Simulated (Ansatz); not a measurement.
This script makes a test of the smearing width of ZrOs, space group Pm-3m with the Ansatz DFT code, driven from Python.

The script, `zros.py`:
```python
'''How the energy of ZrOs depends on the smearing.'''

import ansatz
import numpy as np

vectors = np.array([
    [3.263, 0.0, 0.0],
    [0.0, 3.263, 0.0],
    [0.0, 0.0, 3.263],
])
cell = (
    ansatz.Lattice.of(vectors)
    .atom('Zr', [0.5, 0.5, 0.5])
    .atom('Os', [0.0, 0.0, 0.0])
)

calc = cell.calculation()
calc = calc.basis(28 * ansatz.Ry)
calc = calc.kpoints(6)
calc = calc.functional('PBEsol')
calc = calc.scf(max_iterations=200, extra_bands=16).forces()
calc = calc.stress()

rows = []
for value in [0.25, 0.15, 0.1, 0.05, 0.025]:
    rep = calc.occupations('cold', width=value).run(threads=1).report
    rows.append((value, rep['free_energy_ev'] / len(rep['lattice']['sites']), rep['n_iterations'], sum(rep['stress_gpa'][i][i] for i in range(3)) / 3, max(abs(f) for row in rep['forces_ev_ang'] for f in row), rep['n_kpoints']))

print('  width (eV)   F/atom (eV)    iterations       P (GPa)  max component (eV/A)      k-points')
for row in rows:
    print(f'{str(row[0]):>12s}  {row[1]:12.5f}  {row[2]:12d}  {row[3]:12.3f}  {row[4]:20.4f}  {row[5]:12d}')

# the last row is the reference
for row in rows[:-1]:
    shift = 1000 * (row[1] - rows[-1][1])
    print(f'{row[0]}: {shift:+.2f} meV/atom' + ('  (within 2 meV)' if abs(shift) < 2 else ''))
```

How much does the free energy per atom change between the narrowest and the widest smearing, and why?

Going from 0.025 to 0.25 eV changes F by -3.0 meV an atom. This scheme is built to cancel the term in the square of the width, but that needs a smooth density of states and a fine mesh, and here a sizeable shift remains. The pressure moves from -3.11 to -3.01 GPa.

The run itself:

```console
$ python zros.py
DeckWarning: basis.ecutwfc = 380.959407443832 eV is below the records' recommended 420 eV, and the density's cutoff is lower with it unless basis.ecutrho_ratio is high enough to keep the records' density cutoff: compare with a run at a higher cutoff
  width (eV)   F/atom (eV)    iterations       P (GPa)  max component (eV/A)      k-points
        0.25   -7690.33539             5        -3.009                0.0000            20
        0.15   -7690.33421             5        -2.913                0.0000            20
         0.1   -7690.33374             5        -2.942                0.0000            20
        0.05   -7690.33288             6        -3.020                0.0000            20
       0.025   -7690.33242             6        -3.105                0.0000            20
0.25: -2.97 meV/atom
0.15: -1.79 meV/atom  (within 2 meV)
0.1: -1.32 meV/atom  (within 2 meV)
0.05: -0.46 meV/atom  (within 2 meV)
```
(Warnings from the package without file and line.)

Caveats:
- The cutoff lies under the one recommended for these potentials.
- Under the recommended cutoff a pressure can be off by several GPa, even in sign.
- For a metal this k-point mesh is coarse: on a finer one energies can move by several to tens of meV an atom and pressures by half a GPa or more, differences at one mesh by less.
- Forces vanish by symmetry here and test nothing.
- The narrowest width needs the finest mesh, so the last row is no converged reference.
- Pressure is positive in compression.
- Spin-orbit coupling, which matters for elements this heavy, is left out.
- The structure is a deposited one; some such entries were measured under pressure or heat, so a shift against it needn't be the functional's error alone.
- The whole script took 5.5 s on 1 thread of Arm Neoverse V1, on a shared host, peak memory 0.37 GiB.

(Lines on the test bed's own set-up are left out of the output.)
